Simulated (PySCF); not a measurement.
# IO2F: relaxation and vibrations of the singlet

Where does singlet IO2F go from a T-shaped (ligand arrangement 2) start, is the end point a minimum, and what are its modes, charges and moments?

Method: PBE0, basis I def2-TZVP with ECP28, O def2-TZVP, F def2-TZVP, scalar-relativistic core potentials, no spin–orbit coupling, density fitting; program: PySCF 2.14.0.

### 1 Where the work starts

4 atoms, charge 0, spin multiplicity 1.

Bond lengths: I1–O2 1.860 Å, I1–O3 1.860 Å, I1–F4 1.970 Å. Angles: O2–I1–O3 88.0°, O2–I1–F4 88.0°, O3–I1–F4 176.0°.

Z-matrix (Å, degrees; charge 0 multiplicity 1):
```
I
O  1 1.8600
O  1 1.8600 2 88.00
F  1 1.9700 2 88.00 3 180.00
```

### 2 Relaxing the singlet from the T-shaped (ligand arrangement 2) start

One driver script runs all steps and calls PySCF; scf.py shows how it sets up the SCF of each step. The optimiser is the driver's own. Before each start the driver seeks the lowest SCF state from one or more starting densities and follows internal instabilities, so scf.py alone need not reach the same state.

The program finds Cs symmetry in the start, which this walk keeps. Threshold on the gradient: 0.0003 Eh/bohr, with a further test on the energy change.

Input file scf.py:

```python
from pyscf import gto, scf, dft
mol = gto.M(atom='''
I     -0.043122     0.000000    -0.180422
O     -0.043122     0.000000     1.679578
O     -1.902022     0.000000    -0.115522
F      1.925678     0.000000    -0.111622''',
    basis={'I': 'def2-TZVP', 'O': 'def2-TZVP', 'F': 'def2-TZVP'},
    ecp={'I': 'def2-TZVP'},
    charge=0, spin=0)
mf = dft.RKS(mol, xc='PBE0')
mf.grids.atom_grid = (50, 194)
aux = {'I': 'def2-universal-JKFIT', 'O': 'def2-universal-JKFIT', 'F': 'def2-universal-JKFIT'}
mf = mf.density_fit(auxbasis=aux)
mf.kernel()
```

Energy and gradient, step by step:

```tsv
step	energy (Eh)	change (kJ/mol)	largest symmetric gradient (Eh/bohr)
0	-547.633675	0.00	0.08600
1	-547.651214	-46.05	0.00848
2	-547.652398	-49.16	0.00429
3	-547.652528	-49.50	0.00342
4	-547.652542	-49.53	0.00090
5	-547.652543	-49.54	0.00012
```

The walk needed 12 s of wall time on 4 threads, shared host.

Positions (Å) and forces (eV/Å) along the way:

```
step 0
I   -0.043   0.000  -0.180  -2.869   0.000   4.422
O   -0.043   0.000   1.680   0.980   0.000  -2.944
O   -1.902   0.000  -0.116   1.684   0.000  -1.275
F    1.926   0.000  -0.112   0.205   0.000  -0.203
step 1
I   -0.101   0.000  -0.078  -0.344   0.000   0.147
O    0.040   0.000   1.662   0.011   0.000   0.436
O   -1.894   0.000  -0.199   0.164   0.000  -0.286
F    1.892   0.000  -0.113   0.169   0.000  -0.297
step 3
I   -0.104   0.000  -0.022  -0.015   0.000  -0.164
O    0.021   0.000   1.723   0.025   0.000   0.176
O   -1.882   0.000  -0.249   0.023   0.000  -0.012
F    1.903   0.000  -0.180  -0.034   0.000   0.001
step 5
I   -0.104   0.000  -0.022  -0.004   0.000   0.001
O    0.022   0.000   1.727  -0.001   0.000  -0.003
O   -1.882   0.000  -0.252   0.006   0.000   0.001
F    1.901   0.000  -0.181  -0.002   0.000   0.001
```

End point (Cs, 5 steps, 49.5 kJ/mol gained): I–F 2.011 Å, I–O 1.753 Å, I–O 1.792 Å; F–I–O 90.4°, F–I–O 168.1°, O–I–O 101.5°.

### 3 Frequencies

The point is checked on the finer grid, and tightened if its gradient asks for it. The Hessian and the dipole derivatives come from central differences of analytic gradients, with steps of 0.01 bohr.

scf.py, as its differences from that of step 2:

```diff
@@ -3,4 +3,4 @@
-I     -0.043122     0.000000    -0.180422
-O     -0.043122     0.000000     1.679578
-O     -1.902022     0.000000    -0.115522
-F      1.925678     0.000000    -0.111622''',
+I     -0.066063     0.000000    -0.120782
+O      0.061760     0.000000     1.627947
+O     -1.843420     0.000000    -0.348718
+F      1.939212     0.000000    -0.277324''',
@@ -11 +11 @@
-mf.grids.atom_grid = (50, 194)
+mf.grids.atom_grid = (75, 302)
```

The driver hands on the density of the step before, so the log starts near convergence.

Log of the central SCF (cycles and frontier levels):

```text
init E= -547.65256598524
  HOMO = -0.339800009560984  LUMO = -0.216959852292334  gap/eV = 3.34265
cycle= 1 E= -547.652565983628  delta_E= 1.61e-09  |g|= 0.000109  |ddm|= 8.43e-05
  HOMO = -0.339786220773975  LUMO = -0.216962903329012  gap/eV = 3.34219
cycle= 2 E= -547.652565972949  delta_E= 1.07e-08  |g|= 0.00027  |ddm|= 0.000203
  HOMO = -0.339796413712275  LUMO = -0.216960642146734  gap/eV = 3.34253
cycle= 3 E= -547.652565984876  delta_E= -1.19e-08  |g|= 6.06e-05  |ddm|= 0.000159
  HOMO = -0.339795582446285  LUMO = -0.21696050862802  gap/eV = 3.34251
cycle= 4 E= -547.652565985589  delta_E= -7.14e-10  |g|= 1.14e-05  |ddm|= 3.78e-05
  HOMO = -0.339795951987524  LUMO = -0.216960700194555  gap/eV = 3.34252
cycle= 5 E= -547.652565985614  delta_E= -2.46e-11  |g|= 8.73e-07  |ddm|= 7.61e-06
  HOMO = -0.339795879317457  LUMO = -0.216960642865146  gap/eV = 3.34252
Extra cycle  E= -547.652565985615  delta_E= -4.55e-13  |g|= 1.62e-06  |ddm|= 1.47e-06
converged SCF energy = -547.652565985615
```

The whole step took 56 s.

Geometry: Cs; I–F 2.011 Å, I–O 1.753 Å, I–O 1.792 Å; F–I–O 90.3°, F–I–O 168.2°, O–I–O 101.5°.

Modes, for the most abundant isotopes:

| symmetry | ω (cm⁻¹) | IR (km/mol) | μ (u) |
| --- | --- | --- | --- |
| a'' | 251i | 19.3 | 21.60 |
| a' | 199 | 18.4 | 20.22 |
| a' | 356 | 10.5 | 17.10 |
| a' | 502 | 133 | 21.08 |
| a' | 843 | 55.3 | 17.54 |
| a' | 918 | 33.3 | 17.81 |

With 1 mode imaginary (up to 251i cm⁻¹) this point is a saddle.

Constants and moments:

```yaml
Dipole_moment: 2.04 D
Highest_occupied_level: -9.25 eV
Lowest_empty_level: -5.90 eV
Rotational_constants: 0.3545, 0.1333, 0.09685 cm⁻¹
Zero-point_energy_real_modes: 16.9 kJ/mol
Principal_polarisabilities: 24.1, 38.7, 56.0 bohr³
Atomisation_energy_without_zero-point_energy: 646 kJ/mol
Principal_traceless_quadrupole_moments_about_the_centre_of_mass: -12.68, 1.61, 11.07 D Å
```

Charges (e) and bond orders:

| atom | Mulliken | Löwdin | polar tensor | Mayer order to I1 |
| --- | --- | --- | --- | --- |
| I1 | 1.29 | 1.30 | 1.61 | – |
| O2 | -0.41 | -0.42 | -0.41 | 1.76 |
| O3 | -0.45 | -0.46 | -0.50 | 1.71 |
| F4 | -0.44 | -0.43 | -0.70 | 0.72 |

Mulliken populations on I1 (outside its core potential): s 3.93, p 8.99, d 10.62, f 0.17.

### 4 Following the imaginary mode

The start is the last point, displaced along its most imaginary mode.

The program finds C1 symmetry in the start. Threshold on the gradient: 0.0003 Eh/bohr, with a further test on the energy change.

scf.py, as its differences from that of step 3:

```diff
@@ -3,4 +3,4 @@
-I     -0.066063     0.000000    -0.120782
-O      0.061760     0.000000     1.627947
-O     -1.843420     0.000000    -0.348718
-F      1.939212     0.000000    -0.277324''',
+I     -0.065842     0.031483    -0.120021
+O      0.061981    -0.025020     1.628708
+O     -1.843199    -0.120000    -0.347958
+F      1.939432    -0.088203    -0.276564''',
@@ -11 +11 @@
-mf.grids.atom_grid = (75, 302)
+mf.grids.atom_grid = (50, 194)
```

Energy and gradient, step by step:

```tsv
step	energy (Eh)	change (kJ/mol)	largest gradient (Eh/bohr)
0	-547.654578	0.00	0.01530
1	-547.662769	-21.51	0.03536
2	-547.666230	-30.59	0.05776
3	-547.687997	-87.74	0.02595
4	-547.703734	-129.06	0.02183
5	-547.707622	-139.27	0.02303
6	-547.708564	-141.74	0.00906
7	-547.708738	-142.20	0.00249
8	-547.708751	-142.23	0.00059
9	-547.708751	-142.23	0.00020
```

The walk took 23 s.

End point (Cs, 9 steps, 142.2 kJ/mol gained): I–F 1.896 Å, I–O 1.748 Å (×2); F–I–O 100.0°, F–I–O 100.6°, O–I–O 108.8°.

### 5 Frequencies

The same treatment as at the point before.

scf.py, as its differences from that of step 4:

```diff
@@ -3,4 +3,4 @@
-I     -0.065842     0.031483    -0.120021
-O      0.061981    -0.025020     1.628708
-O     -1.843199    -0.120000    -0.347958
-F      1.939432    -0.088203    -0.276564''',
+I     -0.058605     0.220046    -0.010018
+O      0.052935    -0.235841     1.674231
+O     -1.329792    -0.715054    -0.762774
+F      1.467913    -0.664698    -0.702170''',
@@ -11 +11 @@
-mf.grids.atom_grid = (50, 194)
+mf.grids.atom_grid = (75, 302)
```

Log of the central SCF (cycles and frontier levels):

```text
init E= -547.708746030134
  HOMO = -0.345693812260141  LUMO = -0.117212133098857  gap/eV = 6.21730
cycle= 1 E= -547.708746023405  delta_E= 6.73e-09  |g|= 0.000203  |ddm|= 0.000166
  HOMO = -0.345715645062077  LUMO = -0.117208506254503  gap/eV = 6.21800
cycle= 2 E= -547.708745968111  delta_E= 5.53e-08  |g|= 0.000575  |ddm|= 0.000462
  HOMO = -0.345700999703119  LUMO = -0.117210662384121  gap/eV = 6.21754
cycle= 3 E= -547.708746030668  delta_E= -6.26e-08  |g|= 5.11e-05  |ddm|= 0.000348
  HOMO = -0.345699680780581  LUMO = -0.117210958561742  gap/eV = 6.21749
cycle= 4 E= -547.70874603115  delta_E= -4.82e-10  |g|= 3.52e-06  |ddm|= 3.07e-05
  HOMO = -0.345699869807204  LUMO = -0.117210994782567  gap/eV = 6.21750
cycle= 5 E= -547.708746031152  delta_E= -2.39e-12  |g|= 6.43e-07  |ddm|= 2.27e-06
  HOMO = -0.345699834142735  LUMO = -0.117210999376709  gap/eV = 6.21750
Extra cycle  E= -547.708746031153  delta_E= -7.96e-13  |g|= 1.11e-06  |ddm|= 1.12e-06
converged SCF energy = -547.708746031153
```

The whole step took 43 s.

Geometry: Cs; I–F 1.895 Å, I–O 1.748 Å (×2); F–I–O 100.3° (×2), O–I–O 108.8°.

Harmonic modes (main isotopes):

| symmetry | ω (cm⁻¹) | IR (km/mol) | type |
| --- | --- | --- | --- |
| a'' | 218 | 6.7 | bend |
| a' | 256 | 13.4 | bend |
| a' | 322 | 31.1 | bend |
| a' | 602 | 115 | stretch |
| a' | 932 | 23.9 | stretch |
| a'' | 958 | 109 | stretch |

Every mode is real; the point is a minimum.

Constants and moments:

```yaml
Dipole_moment: 3.87 D
Highest_occupied_level: -9.41 eV
Lowest_empty_level: -3.19 eV
Rotational_constants: 0.1984, 0.1828, 0.1235 cm⁻¹
Zero-point_energy: 19.7 kJ/mol
Principal_polarisabilities: 28.9, 36.7, 43.0 bohr³
Atomisation_energy_without_zero-point_energy: 793 kJ/mol
Principal_traceless_quadrupole_moments_about_the_centre_of_mass: -5.18, -0.80, 5.99 D Å
Entropy_at_298.15_K_and_1_bar: 303.3 J/(mol K)
Heat_capacity_Cp_at_298.15_K: 63.0 J/(mol K)
Enthalpy_at_298.15_K_above_0_K: 14.26 kJ/mol
Rotational_symmetry_number: 1
```

Charges (e) and bond orders:

| atom | Mulliken | Löwdin | polar tensor | Mayer order to I1 |
| --- | --- | --- | --- | --- |
| I1 | 1.35 | 1.31 | 1.78 | – |
| O2,3 | -0.51 | -0.50 | -0.58 | 1.80 |
| F4 | -0.34 | -0.31 | -0.62 | 0.84 |

Outer orbital energies (eV). occupied: -13.88, -13.74, -12.34, -12.15, -10.77, -9.85, -9.61, -9.41; empty: -3.19, -1.56, -1.01, 3.36.

Mulliken populations on I1 (outside its core potential): s 3.85, p 8.94, d 10.65, f 0.21.

### 6 All stationary points

| spin | group | bonds | imaginary modes (cm⁻¹) | ΔE (kJ/mol) | with zero-point energy |
| --- | --- | --- | --- | --- | --- |
| singlet | Cs | I–F 1.895 Å, I–O 1.748 Å (×2) | none | 0.0 | 0.0 |
| singlet | Cs | I–F 2.011 Å, I–O 1.753 Å, I–O 1.792 Å | 251i | 147.5 | – |

### 7 Results

| quantity | value |
| --- | --- |
| minimum | singlet, Cs |
| geometry | I–F 1.895 Å, I–O 1.748 Å (×2); F–I–O 100.3° (×2), O–I–O 108.8° |
| wavenumbers (cm⁻¹) | 218 (a''), 256 (a'), 322 (a'), 602 (a'), 932 (a'), 958 (a'') |
| dipole moment | 3.87 D |
| highest occupied, lowest empty level | -9.41, -3.19 eV |
| polar-tensor charge of I1 | +1.78 e |
| zero-point energy | 19.7 kJ/mol |
| entropy at 298.15 K | 303.3 J/(mol K) |
| atomisation energy (no zero-point energy) | 793 kJ/mol |

In words: From Cs at the start the molecule goes to a Cs minimum, after a first stop at a saddle point 147.5 kJ/mol higher, from which it was pushed off along an imaginary mode. In the infrared the band at 602 cm⁻¹ (a', stretch) leads. Other starts or spin states, not run here, may lie lower. Spin–orbit coupling is left out.

The search up to here needed 2.3 min of wall time on 4 threads, shared host.
